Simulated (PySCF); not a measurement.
# Solver options tried on NaSe⁺ (triplet)

Aim: find out which solver settings change the answer for NaSe⁺ (triplet).

The runs use PySCF 2.14.0; each script names its method and basis.

4 further runs of the same task are left out: 4 that didn't finish.

## Step 1: Where the work starts

NaSe⁺ (triplet): 2 atoms, charge 1, spin multiplicity 3.

Bond lengths: Na1–Se2 2.984 Å.

## Step 2: The run that the others are compared with

input.py

```python
from pyscf import gto, scf, mcscf, mrpt

mol = gto.M(
    atom='Na 0 0 0; Se 0 0 2.984',
    basis='lanl2dz',
    ecp={'Na': 'lanl2dz', 'Se': 'lanl2dz'},
    charge=1,
    spin=2,
    verbose=4,
)
mf = scf.ROHF(mol)
mf.kernel()
mc = mcscf.CASSCF(mf, 8, 6)
mc.kernel()
mc.analyze()
mrpt.NEVPT(mc).kernel()
mf.dip_moment()
print('orbital energies (hartree):', mf.mo_energy[..., max(0, mol.nelec[1]-3):mol.nelec[0]+3].round(4))
```

Run with:

```console
$ OMP_NUM_THREADS=1 python input.py
```

Its log is not repeated here.

In short: E(SCF) = -9.006448 Eh, 9 cycles, E(CAS) − E(SCF) = -0.03355 Eh, NEVPT2 = -0.00053 Eh.

The bond length is a typed value, not an optimised one. The dipole of an ion depends on the origin. The triplet is typed in the script; nothing here shows that it is the ground state.

## Step 3: Smearing width 0.001 hartree

Variant 1 changes smearing width: none → 0.001 hartree; step after the SCF: nevpt2 → none.

input.py

```python
from pyscf import gto, scf

mol = gto.M(
    atom='Na 0 0 0; Se 0 0 2.984',
    basis='lanl2dz',
    ecp={'Na': 'lanl2dz', 'Se': 'lanl2dz'},
    charge=1,
    spin=2,
    verbose=4,
)
mf = scf.ROHF(mol)
mf = scf.addons.smearing_(mf, sigma=0.001, method='fermi')
mf.kernel()
mf.dip_moment()
print('orbital energies (hartree):', mf.mo_energy[..., max(0, mol.nelec[1]-3):mol.nelec[0]+3].round(4))
```

Run with:

```console
$ OMP_NUM_THREADS=1 python input.py
```

## Step 4: Initial guess chk

Variant 2 changes initial guess: minao → chk.

input.py: that of step 2 with these lines changed.

```diff
@@ -11,2 +11,3 @@
 mf = scf.ROHF(mol)
+mf.init_guess = 'chk'
 mf.kernel()
```

## Step 5: DIIS space 12

Variant 3 changes DIIS space: default → 12.

input.py: that of step 2 with these lines changed.

```diff
@@ -11,2 +11,3 @@
 mf = scf.ROHF(mol)
+mf.diis_space = 12
 mf.kernel()
```

## Step 6: DIIS space 2

Variant 4 changes DIIS space: default → 2.

input.py: that of step 2 with these lines changed.

```diff
@@ -11,2 +11,3 @@
 mf = scf.ROHF(mol)
+mf.diis_space = 2
 mf.kernel()
```

## Step 7: Initial guess core

Variant 5 changes initial guess: minao → core.

input.py: that of step 2 with these lines changed.

```diff
@@ -11,2 +11,3 @@
 mf = scf.ROHF(mol)
+mf.init_guess = 'core'
 mf.kernel()
```

Before running it: what results should come out? Wanted: for each run, E(SCF); from base; after the SCF.

As calculated:

| run | E(SCF) (hartree) | from base (eV) | cycles | after the SCF |
| --- | --- | --- | --- | --- |
| base | -9.006448 | 0 | 9 | NEVPT2 correlation -0.927 eV (from the SCF energy, the CASSCF gain included) |
| smearing width 0.001 hartree (poor choice) | -8.800981 | not comparable | 10 | n/a |
| initial guess chk | -9.006448 | 0.0000 | 9 | NEVPT2 correlation -0.927 eV (from the SCF energy, the CASSCF gain included) |
| DIIS space 12 | -9.006448 | 0.0000 | 9 | NEVPT2 correlation -0.927 eV (from the SCF energy, the CASSCF gain included) |
| DIIS space 2 | -9.006448 | 0.0000 | 11 | NEVPT2 correlation -0.927 eV (from the SCF energy, the CASSCF gain included) |
| initial guess core | -9.006448 | 0.0000 | 9 | NEVPT2 correlation -0.927 eV (from the SCF energy, the CASSCF gain included) |

Distance from each run's final energy (log10 hartree) by cycle:

| run | cycle 1 | cycle 2 | cycle 3 | cycle 5 | cycle 8 | cycle 12 |
| --- | --- | --- | --- | --- | --- | --- |
| base | -0.2 | -1.4 | -2.7 | -5.0 | -9.2 | done |
| smearing width 0.001 hartree (poor choice) | -0.2 | -1.4 | -3.1 | -6.0 | -4.4 | done |
| initial guess chk | -0.2 | -1.4 | -2.7 | -5.0 | -9.2 | done |
| DIIS space 12 | -0.2 | -1.4 | -2.7 | -5.0 | -9.2 | done |
| DIIS space 2 | -0.2 | -1.4 | -2.7 | -5.0 | -7.8 | done |
| initial guess core | -0.2 | -1.4 | -2.7 | -5.0 | -9.2 | done |

**Reading.** With initial guess chk or DIIS space 12 or DIIS space 2 or initial guess core the SCF ends at the base energy. PySCF falls back to minao for a guess that it doesn't know or can't read, so that run repeats the base. With initial guess chk, DIIS space 12, DIIS space 2, initial guess core the path hardly changes: 9 to 11 cycles against 9. The cycles with DIIS space 12 repeat those of the base digit for digit, so the setting never acted. Rows marked «poor choice» come from settings spoiled on purpose.
